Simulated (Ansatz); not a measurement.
# GaAsH₂ (singlet): the correlation ladder at a displaced geometry (v2), cc-pVDZ

How much of the correlation energy of GaAsH₂ (singlet) does each wave-function method recover here?

Computed with Ansatz 0.2.0, Gaussian basis. Level: cc-pVDZ, core rule «outside noble gas», up to 28 orbitals frozen.

To be run: UHF; CCSD(T) on RHF; BCCD(T) on RHF; CISD; CCSDT(Q) on RHF; CASSCF and MRCISD+Q, 10 electrons in 10 orbitals; CASSCF and NEVPT2, 10 electrons in 10 orbitals.

22 further runs of the same task are left out: 6 for a known fault of the program, 8 that didn't finish, 8 set aside as unsound or not needed.

## (1) The system

The geometry is a PBE0/def2-TZVP stationary point (not a proven minimum) with its atoms shifted at random (size 0.100 Å). No spin-orbit coupling is included. The filled d shell of Ga, As may be among the frozen orbitals whatever the setting's name suggests; the logs give the count.

4 atoms, charge 0, spin multiplicity 1.

Atoms are counted from 1 here; the program's logs count them from 0.

Bond lengths: Ga1–As2 2.546 Å, As2–H3 1.503 Å, As2–H4 1.361 Å. Angles: Ga1–As2–H3 85.9°, Ga1–As2–H4 84.9°, H3–As2–H4 95.9°.

Coordinates:

```
Ga    0.07150   -0.00357    1.33199
As   -0.04002    0.00481   -1.21117
H    -1.02694   -1.11907   -1.06461
H    -0.94382    1.00857   -1.04640
```

## (2) UHF

in.yaml

```yaml
crystal:
  periodic: [false, false, false]
  atoms:
    - {symbol: Ga, position_ang: [0.071495, -0.003567, 1.331993]}
    - {symbol: As, position_ang: [-0.040021, 0.004806, -1.211170]}
    - {symbol: H, position_ang: [-1.026940, -1.119067, -1.064613]}
    - {symbol: H, position_ang: [-0.943824, 1.008571, -1.046399]}
basis:
  gaussian: {orbitals: cc-pVDZ}
magnetization: {spin_polarized: true, initial_magnetization: 0}
hamiltonian: {xc: hf}
output: {orbitals: {seedname: orbitals}}
```

On the command line:

```bash
$ ansatz run in.yaml --threads 1 --pin off --events-out ev --progress --plain --max-ram 2393MiB
```

Further steps of the session: CCSD(T) on RHF; BCCD(T) on RHF; CISD; CCSDT(Q) on RHF; CASSCF and MRCISD+Q, 10 electrons in 10 orbitals; CASSCF and NEVPT2, 10 electrons in 10 orbitals.

Before running them: what should the planned runs give, taken together? Wanted: RCCSDT(Q) below the RHF energy; RMP2 from RCCSDT(Q); RCCSD from RCCSDT(Q); RCCSD(T) from RCCSDT(Q); NEVPT2 valence from RCCSDT(Q); MRCISD+Q valence from RCCSDT(Q); T1 diagnostic; effectively unpaired electrons.

As calculated:

| quantity | value |
| --- | --- |
| RCCSDT(Q) below the RHF energy | -5.3727 eV |
| RMP2 from RCCSDT(Q) | +106.5 kJ/mol |
| RCCSD from RCCSDT(Q) | +17.4 kJ/mol |
| RCCSD(T) from RCCSDT(Q) | +3.1 kJ/mol |
| NEVPT2 valence from RCCSDT(Q) | +80.1 kJ/mol |
| MRCISD+Q valence from RCCSDT(Q) | +1.7 kJ/mol |
| levels within 1 kcal/mol (43 meV) | RCCSD(T), BCCD(T), RCCSDT, MRCISD+Q valence |
| T1 diagnostic | 0.015 |
| effectively unpaired electrons | 0.07 |

**Reading.** RCCSD(T) lands +3.1 kJ/mol from the yardstick (0.6 % of the correlation energy). One determinant dominates. Of the multireference levels listed MRCISD+Q valence comes nearest in total energy (+1.7 kJ/mol), which doesn't show that its space is the better one. These misses are within one basis, not against nature.
